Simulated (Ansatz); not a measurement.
A run of Ansatz 0.2.0 is set up as follows.

Contents of input.yaml:

```yaml
crystal:
  lattice:
    - [3.16592, 0.0, 0.0]
    - [0.0, 3.16592, 0.0]
    - [0.0, 0.0, 3.16592]
  atoms:
    - { symbol: Ga, position: [0.0, 0.0, 0.0] }
    - { symbol: F, position: [0.5, 0.5, 0.5] }
kpoints:
  mp_grid: { grid: [8, 8, 8] }
scf:
  occupations: { method: fixed }
hamiltonian:
  xc: pbe
  pseudopotentials: { kind: all_electron, datasets: crystal }
output: {}
dielectric: {}
```

Potentials or basis: all-electron PAW datasets made for the crystal.

Command:

```console
$ ansatz run input.yaml --threads 1 --pin off --max-ram 3072MiB --backend cpu --events-out ev --progress --plain --runs-dir out
```

Problem. Predict the electronic dielectric tensor (diagonal).

Solution. 7.11.

Problem. Estimate the Born charges (mean of the diagonal).

Solution. Ga +2.20; F -2.20 e.

Problem. Predict the band gap on the k mesh.

Solution. 0.33 eV, indirect (least direct gap 1.13 eV).

Electronic dielectric tensor:
```
7.11 0.00 0.00
0.00 7.11 0.00
0.00 0.00 7.11
```

Caveat: the gap is small at this level, which inflates the dielectric constant. A k mesh can miss the band edges.
